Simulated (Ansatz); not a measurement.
# H4InN2: the cost of one run

Program: Ansatz 0.2.0, driven from Python. Level of theory: r2SCAN0/def2-SVP. These are calculated values, not measurements.

### 1 The structure

Bond lengths: N1–In2 2.185 Å, In2–N3 2.185 Å, N1–H4 1.017 Å, N1–H5 1.018 Å, N3–H6 1.017 Å, N3–H7 1.017 Å. Angles: N1–In2–N3 105.4°, In2–N1–H4 115.9°, In2–N1–H5 106.6°, H4–N1–H5 105.6°, In2–N3–H6 115.8°, In2–N3–H7 106.7°, H6–N3–H7 105.5°.

The script holds or builds the structure itself.

### 2 The code

Input file scan_h4inn2.py:

```python
"""Stretching a bond of H4InN2, the rest held rigid."""

from dataclasses import dataclass

import ansatz as az
import numpy as np


@dataclass(frozen=True)
class Settings:
    basis_set: str = "def2-SVP"
    xc: str = "r2scan0"


cfg = Settings()


def main() -> None:
    mol = (
        az.Crystal.molecule()
        .atom("N", [-1.58907, 0.54523, -0.46222])
        .atom("In", [-0.36041, -0.43798, 1.05355])
        .atom("N", [1.66677, -0.4538, 0.23878])
        .atom("H", [-2.59482, 0.4805, -0.32885])
        .atom("H", [-1.39952, 0.07127, -1.34268])
        .atom("H", [2.40417, -0.70445, 0.89274])
        .atom("H", [1.87289, 0.49924, -0.05133])
    )

    symbols = [site.symbol for site in mol.cartesian_sites]
    start = np.array([site.position_ang for site in mol.cartesian_sites])
    axis = (start[0] - start[1]) / np.linalg.norm(start[0] - start[1])
    moving = [0, 3, 4]
    lengths, energies = [1.86, 2.01, 2.18, 2.4, 2.73, 3.28, 3.93, 4.81], []
    for length in lengths:
        xyz = start.copy()
        xyz[moving] += (length - np.linalg.norm(start[0] - start[1])) * axis
        point = az.Crystal.molecule()
        for symbol, place in zip(symbols, xyz):
            point = point.atom(symbol, place.tolist())
        base = (
            point.calculation()
            .basis(gaussian=cfg.basis_set)
            .functional(cfg.xc)
            .spin("collinear", total=1)
        )
        summary = base.run(threads=1, backend="cpu").report
        energies.append(summary["free_energy_ev"])
        print(f"r = {length:6.3f} A  E = {energies[-1]:.5f} eV  <S^2> = {abs(summary['mean_field']['state']['spin_squared']):.3f}")

    print("energy above the lowest point (eV):", [round(e - min(energies), 3) for e in energies])


if __name__ == "__main__":
    main()
```

### 3 The input behind the calls

The package turns the script's settings into the engine's input (first run):

```yaml
crystal:
  periodic: [false, false, false]
  atoms:
    - { symbol: "N", position_ang: [-1.4063566951874924, 0.3990174200961164, -0.236810736220228] }
    - { symbol: In, position_ang: [-0.36041, -0.43798, 1.05355] }
    - { symbol: "N", position_ang: [1.66677, -0.4538, 0.23878] }
    - { symbol: H, position_ang: [-2.412106695187492, 0.33428742009611645, -0.10344073622022795] }
    - { symbol: H, position_ang: [-1.2168066951874925, -0.07494257990388356, -1.117270736220228] }
    - { symbol: H, position_ang: [2.40417, -0.70445, 0.89274] }
    - { symbol: H, position_ang: [1.87289, 0.49924, -0.05133] }
basis:
  gaussian:
    orbitals: def2-SVP
hamiltonian:
  xc: r2scan0
magnetization:
  spin_polarized: true
  initial_magnetization: 1.0
```

### 4 Launch

The run is started by

```bash
$ python scan_h4inn2.py
```

**Question.** How long does this script take on 1 thread of Arm Neoverse V2, shared host, and how much memory does it need?

About 56 s, with a peak of 0.3 GiB.
